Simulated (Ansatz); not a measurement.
# ZrClF₃: how energies converge with the basis set

An exercise on one series of results from a longer session: the logs are not shown, and one member is left open.

Program: Ansatz 0.2.0, Gaussian basis. Level of theory: one geometry, several basis sets. These are calculated values, not measurements.

Levels to be run: PBE0-D4/def2-SVP; ωB97M-V/def2-SVP; PBE0-D4/def2-QZVPP; ωB97M-V/def2-QZVPP; the functionals' def2-TZVPP values are taken from earlier runs.

### Structure used throughout

The geometry comes from an earlier relaxation with PBE0-D4 in a triple-zeta def2 set; it is a stationary point. Zr takes the def2 core potential; no spin-orbit term is included.

SMILES `[F][Zr]([F])([F])[Cl]`, 5 atoms, charge 0, spin multiplicity 1.

Atoms are counted from 1 here; the program's logs count them from 0.

Bond lengths: F1–Zr2 1.887 Å, Zr2–F3 1.887 Å, Zr2–F4 1.887 Å, Zr2–Cl5 2.339 Å. Angles: F1–Zr2–F3 109.0°, F1–Zr2–F4 109.0°, F1–Zr2–Cl5 109.9°, F3–Zr2–F4 109.0°, F3–Zr2–Cl5 109.9°, F4–Zr2–Cl5 109.9°.

Set-up of the first run:

in.yaml

```yaml
crystal:
  periodic: [false, false, false]
  atoms:
    - {symbol: F, position_ang: [-0.671490, -0.512736, 1.712657]}
    - {symbol: Zr, position_ang: [0.016171, -0.095468, 0.005400]}
    - {symbol: F, position_ang: [1.826042, -0.624279, -0.074943]}
    - {symbol: F, position_ang: [-0.960867, -1.045196, -1.300420]}
    - {symbol: Cl, position_ang: [-0.159856, 2.204081, -0.384094]}
basis:
  gaussian: {orbitals: def2-SVP}
hamiltonian: {xc: pbe0, dispersion: d4}
output: {orbitals: {seedname: orbitals}}
```

Run with:

```console
ansatz run in.yaml --threads 4 --pin off --events-out ev --progress --plain --max-ram 10444MiB
```

Among the steps run: PBE0-D4 in def2-SVP; ωB97M-V in def2-SVP; PBE0-D4 in def2-QZVPP; ωB97M-V in def2-QZVPP.

One of the session's tables, all rows but one given; the rest of the session is left out.

It belongs to the step «Density functionals: the series». 

```
functional       basis  HOMO (eV)  LUMO (eV)
   PBE0-D4    def2-SVP      -9.93      -1.68
   PBE0-D4  def2-TZVPP     -10.00      -1.71
   PBE0-D4  def2-QZVPP          ?          ?
   ωB97M-V    def2-SVP     -12.15       0.43
   ωB97M-V  def2-TZVPP     -12.26       0.29
   ωB97M-V  def2-QZVPP     -12.28       0.21
```

Q: Estimate the row for PBE0-D4, def2-QZVPP from the others.

The run gave: HOMO (eV): -10.00; LUMO (eV): -1.70.
